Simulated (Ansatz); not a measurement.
# BTe: the cost of one run

Computed with Ansatz 0.2.0 (DFT PBE, scalar-relativistic, plane waves, PAW, unless a step's input says otherwise).

## Step 1: The system as given

The structure is orthorhombic, space group Cmcm (No. 63). Conventional cell: a = 4.506 Å, b = 10.598 Å, c = 3.839 Å, α = 90.00°, β = 90.00°, γ = 90.00°. B (site symmetry m2m) is surrounded by 7 Te at 3.05 to 3.17 Å. Around Te (site symmetry m2m) lie 2 Te at 2.43 Å.

Structure file:

```
CELL_PARAMETERS angstrom
2.25316 -5.29911 0.00000
2.25316 5.29911 0.00000
0.00000 0.00000 3.83873
ATOMIC_POSITIONS crystal
B 0.64000 0.36000 0.25000
B 0.36000 0.64000 0.75000
Te 0.93000 0.07000 0.25000
Te 0.07000 0.93000 0.75000
```

This is candidate A: CaSi type (Cmcm, No. 63).

(A quick probe on a coarse mesh, which set the mesh and smearing, is not shown.)

## Step 3: Coarse relaxation (candidate A)

input.yaml

```yaml
crystal:
  lattice:
    - [2.2531647951, -5.2991097958, 0.0]
    - [2.2531647951, 5.2991097958, 0.0]
    - [0.0, 0.0, 3.8387252064]
  atoms:
    - { symbol: B, position: [0.64, 0.36, 0.25] }
    - { symbol: B, position: [0.36, 0.64, 0.75] }
    - { symbol: Te, position: [0.93, 0.07, 0.25] }
    - { symbol: Te, position: [0.07, 0.93, 0.75] }
basis:
  ecutwfc: 420
kpoints:
  mp_grid: { grid: [4, 4, 4] }
hamiltonian:
  xc: pbe
scf:
  occupations: { method: gaussian, width: 0.1 }
  lower_state_search: "off"
output:
  forces: true
  stress: true
  eigenvalues: true
relax:
  adjacent_minimum: "off"
  f_tol: 0.04
  max_steps: 70
  cell: { stress_tol: 0.4 }
```

The run is started by

```console
$ ansatz run input.yaml --threads 1 --pin off --max-ram 2560MiB --backend cpu --events-out ev --progress --plain --runs-dir out
```

Q: Estimate wall time and peak memory on 1 thread of Intel Xeon 6975P-C (Granite Rapids), shared host.

About 30 s, with a peak of 0.4 GiB.
